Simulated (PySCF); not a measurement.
# C4H7B: the cost of one run

Computed with PySCF 2.14.0, with density-fitted response routines of our own, on a single molecule in the gas phase. Atoms count from 0, in the outputs and in this text.

## (1) The starting structure

12 atoms, charge 0, multiplicity 1; geometry from: GFN2-xTB. The atoms were then displaced at random by about 0.01 Å, so the start is not that level's minimum.

Bonds of the start (Å): B0–C1 1.57, C1–C2 1.37, C2–C3 1.40, C3–C4 1.37, B0–H5 1.16, B0–H6 1.16, C1–H7 1.10, C2–H8 1.09, C3–H9 1.07, C4–H10 1.09, C4–H11 1.06.

## (2) Optimising the geometry at PBE0-D3(BJ)/def2-SVP

What the job is given:

```
{"job": {"xc": "PBE0", "basis": "def2-SVP", "d3": "d3bj", "grid": 1, "shake": 0.01, "kind": "geom"}, "charge": 0, "multiplicity": 1}
B      2.019600    -0.927730     0.389820
C      1.264830     0.439360     0.537000
C     -0.027220     0.735990     0.200890
C     -0.933350    -0.167220    -0.368190
C     -2.216190     0.184430    -0.676190
H      1.474380    -1.845420    -0.060390
H      3.126770    -0.982710     0.725290
H      1.849660     1.276400     0.956560
H     -0.387120     1.748570     0.397220
H     -0.638150    -1.182430    -0.539740
H     -2.580070     1.190760    -0.482670
H     -2.913450    -0.498270    -1.088640
```

Command:

```sh
> OMP_NUM_THREADS=1 python probes_run.py task.json out
```

This one command runs all jobs of the session in turn.

Q: Estimate the wall time and peak memory of this first job on 1 thread of Arm Neoverse V2, shared host.

About 31 s, with a peak of 0.42 GiB.
